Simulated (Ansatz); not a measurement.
# AsH2: the cost of one run

Method: the levels named in each step, in Ansatz 0.2.0.

### Step 1. Starting point

Bond lengths: As1–H2 1.504 Å, As1–H3 1.504 Å. Angles: H2–As1–H3 88.8°.

Coordinates:

```xyz
3

As    0.0001    0.0282   -0.0001
H    -1.0546   -1.0442    0.0012
H     1.0495   -1.0493    0.0097
```

### Step 2. A rough first relaxation, PBE-D4/def2-SVP

This run stands in another session on the same molecule. It ended at:

```xyz
3

As    0.0001    0.0400   -0.0002
H    -1.0959   -1.0501    0.0011
H     1.0907   -1.0553    0.0099
```

### Step 3. Relaxation, PBE0-D4/def2-TZVPP

This run stands in another session on the same molecule. It ended at:

```xyz
3

As    0.0001    0.0266   -0.0001
H    -1.0881   -1.0434    0.0011
H     1.0830   -1.0486    0.0098
```

### Step 4. Frequencies, PBE0-D4/def2-TZVPP

input.yaml reads:

```yaml
crystal:
  periodic: [false, false, false]
  atoms:
    - { symbol: As, position_ang: [6.006e-05, 0.02662052, -0.00014195] }
    - { symbol: H, position_ang: [-1.08808505, -1.04339647, 0.00105107] }
    - { symbol: H, position_ang: [1.08299499, -1.04862404, 0.00979088] }
magnetization:
  spin_polarized: true
  initial_magnetization: 1
basis:
  gaussian: { orbitals: def2-TZVPP }
hamiltonian:
  xc: pbe0
  dispersion: d4
phonons: {}
```

The run is started by

```console
$ ansatz run input.yaml --threads 2 --pin off --max-ram 5120MiB --backend cpu --events-out ev --progress --plain --runs-dir out
```

Q: Estimate wall time and peak memory on 2 threads of Intel Xeon Platinum 8375C at 2.90GHz (Ice Lake), shared host.

About 3.9 s, with a peak of 0.15 GiB.
